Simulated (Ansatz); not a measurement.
# ZnCl radical (SMILES [Cl][Zn]): one structure at several levels

Aim: energy, forces and dipole at a structure displaced at random from a GFN2-xTB minimum, from CCSD(T) and from density functionals.

Computed with Ansatz 0.2.0, Gaussian basis. Level: single points in def2-TZVPP.

Cores are frozen in the correlated methods. The 3s and 3p shells of Cu and Zn are frozen; filled d shells are correlated. Orbitals are unrestricted.

### 1 Where the work starts

SMILES `[Cl][Zn]`, 2 atoms, charge 0, spin multiplicity 2.

Atoms are counted from 1 here; the program's logs count them from 0.

Bond lengths: Cl1–Zn2 2.128 Å.

Coordinates:

```xyz
2
ClZn
Cl   -0.9399    0.3195   -0.4051
Zn    0.9096   -0.3928    0.3705
```

### 2 CCSD(T)/def2-TZVPP

run/in.yaml reads:

```yaml
crystal:
  periodic: [false, false, false]
  atoms:
    - {symbol: Cl, position_ang: [-0.939900, 0.319500, -0.405100]}
    - {symbol: Zn, position_ang: [0.909600, -0.392800, 0.370500]}
basis:
  gaussian: {orbitals: def2-TZVPP}
magnetization: {spin_polarized: true, initial_magnetization: 1}
correlation: {method: ccsd_t, frozen_orbitals: {Cl: 5, Zn: 9}}
scf: {omitted_lower_state_checks: [cluster_reference]}
output: {forces: true}
```

The command line of these runs was not kept.

### 3 PBE0-D4/def2-TZVPP

run/in.yaml reads:

```yaml
crystal:
  periodic: [false, false, false]
  atoms:
    - {symbol: Cl, position_ang: [-0.939900, 0.319500, -0.405100]}
    - {symbol: Zn, position_ang: [0.909600, -0.392800, 0.370500]}
basis:
  gaussian: {orbitals: def2-TZVPP}
magnetization: {spin_polarized: true, initial_magnetization: 1}
hamiltonian: {xc: pbe0, dispersion: d4}
output: {forces: true, orbitals: {seedname: orbitals}}
```

### 4 wB97M-V/def2-TZVPP

Edit run/in.yaml of step 3 so:

```diff
@@ -8,3 +8,3 @@
 magnetization: {spin_polarized: true, initial_magnetization: 1}
-hamiltonian: {xc: pbe0, dispersion: d4}
-output: {forces: true, orbitals: {seedname: orbitals}}
+hamiltonian: {xc: {name: wB97M-V}}
+output: {forces: true}
```

### 5 r2SCAN-D4/def2-TZVPP

Edit run/in.yaml of step 4 so:

```diff
@@ -8,3 +8,3 @@
 magnetization: {spin_polarized: true, initial_magnetization: 1}
-hamiltonian: {xc: {name: wB97M-V}}
+hamiltonian: {xc: r2scan, dispersion: d4}
 output: {forces: true}
```

### 6 PBE-D4/def2-TZVPP

Edit run/in.yaml of step 5 so:

```diff
@@ -8,3 +8,3 @@
 magnetization: {spin_polarized: true, initial_magnetization: 1}
-hamiltonian: {xc: r2scan, dispersion: d4}
+hamiltonian: {xc: pbe, dispersion: d4}
 output: {forces: true}
```

### 7 BHLYP-D4/def2-TZVPP

Edit run/in.yaml of step 6 so:

```diff
@@ -8,3 +8,3 @@
 magnetization: {spin_polarized: true, initial_magnetization: 1}
-hamiltonian: {xc: pbe, dispersion: d4}
+hamiltonian: {xc: {name: BHLYP}, dispersion: d4}
 output: {forces: true}
```

### 8 r2SCANh-D4/def2-TZVPP

Edit run/in.yaml of step 7 so:

```diff
@@ -8,3 +8,3 @@
 magnetization: {spin_polarized: true, initial_magnetization: 1}
-hamiltonian: {xc: {name: BHLYP}, dispersion: d4}
+hamiltonian: {xc: {name: r2SCANh}, dispersion: d4}
 output: {forces: true}
```

(Steps that only read results are left out.)

Q: Predict the outcome of this session. Wanted: energy less free atoms, CCSD(T)/def2-TZVPP; RMS force component; RMS force error; HOMO and LUMO, PBE0-D4; T1 diagnostic.

As calculated:

```
                                  quantity                                                                                               value
energy less free atoms, CCSD(T)/def2-TZVPP                                                                                       -205.8 kJ/mol
                       RMS force component                                                                0.128 to 0.311 eV/Å over the methods
                           RMS force error  PBE0-D4 0.005, wB97M-V 0.002, r2SCAN-D4 0.080, PBE-D4 0.092, BHLYP-D4 0.101, r2SCANh-D4 0.082 eV/Å
                    HOMO and LUMO, PBE0-D4                                                                                  -6.55 and -3.47 eV
                             T1 diagnostic                                                                                               0.016
```

What this shows: Against CCSD(T) the functionals' energies less atoms differ by -35.8 to -1.3 kJ/mol, PBE-D4 by -15.8 kJ/mol. A larger basis would deepen the CCSD(T) value, while the functionals are nearly converged already, so the order here is not reliable. For forces wB97M-V does best and BHLYP-D4 worst. Frozen-core CCSD(T) forces in triple zeta carry basis errors of their own, and this is one geometry, so small gaps rank nothing.
